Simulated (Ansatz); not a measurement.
Task: a polarisability from point charges of C2H6Sn, SMILES [CH3][Sn][CH3], with Ansatz 0.2.0 through its Python package. Give the script and its output. Settings (for the species named): PBE0, def2-SVPD basis, multiplicity 1.

```xyz
9

C    -0.8554    1.0885   -0.9630
Sn    1.0380    0.3133   -0.6007
C     0.8642   -1.1416    0.9493
H    -1.5181    0.3308   -1.2874
H    -0.8360    1.8831   -1.8008
H    -1.2879    1.6270   -0.0514
H     0.2315   -1.9493    0.6539
H     1.9389   -1.5545    1.1572
H     0.5132   -0.6435    1.9258
```

`field_c2h6sn.py`
```python
"""Dipole of C2H6Sn in the field of point charges."""

import ansatz as az
import numpy as np

config = {
    "basis": "def2-SVPD",
    "functional": "PBE0",
}

molecule = (
    az.Crystal.molecule()
    .atom("C", (-0.8554, 1.0885, -0.963))
    .atom("Sn", (1.038, 0.3133, -0.6007))
    .atom("C", (0.8642, -1.1416, 0.9493))
    .atom("H", (-1.5181, 0.3308, -1.2874))
    .atom("H", (-0.836, 1.8831, -1.8008))
    .atom("H", (-1.2879, 1.627, -0.0514))
    .atom("H", (0.2315, -1.9493, 0.6539))
    .atom("H", (1.9389, -1.5545, 1.1572))
    .atom("H", (0.5132, -0.6435, 1.9258))
)

model = (
    molecule.calculation()
    .basis(gaussian=config["basis"])
    .functional(config["functional"])
    .accuracy("medium")
    .forces()
)
# charges +q and -q at -R and +R make a nearly even field 2 k q / R^2 at the centre
centre = np.mean([site.position_ang for site in molecule.cartesian_sites], axis=0)
field = 2 * 14.399645 * 2.0 / 40.0 ** 2


def dipole(axis, sign):
    arm = 40.0 * np.eye(3)[axis]
    pair = [{"charge": sign * 2.0, "position_ang": (centre - arm).tolist()}, {"charge": -sign * 2.0, "position_ang": (centre + arm).tolist()}]
    deck = model.input().set(az.key.basis.gaussian.point_charges, pair)
    return np.array(az.Session.from_dict(deck).plan().execute().report["charge_distribution"]["dipole_moment_e_ang"])


print(f"field {field:.4f} V/A")
alpha = np.array([(dipole(axis, 1) - dipole(axis, -1)) / (2 * field) * 14.399645 for axis in range(3)])
print("polarisability tensor (A^3)")
print(np.array2string(alpha, precision=3, suppress_small=True))
print(f"mean {np.trace(alpha) / 3:.3f} A^3 = {np.trace(alpha) / 3 / 0.14818471:.2f} bohr^3")
```

`python field_c2h6sn.py` gives:
```text
field 0.0360 V/A
polarisability tensor (A^3)
[[11.337 -0.978  0.382]
 [-0.979 11.058 -1.6  ]
 [ 0.379 -1.598 11.078]]
mean 11.158 A^3 = 75.30 bohr^3
```

Caveats:
- These settings explore the input space; basis and method may be short of convergence.
- The geometry is a force-field or estimated start, not a minimum of this method, and the basis set is short of its limit. The field of two point charges is only nearly even.
- def2 sets replace the cores of elements past krypton by effective core potentials.
- It ran for 36 s on 1 thread of Arm Neoverse V1, with other jobs on the host, peak memory 0.33 GiB.

(Lines on the test bed's own set-up are left out of the output.)
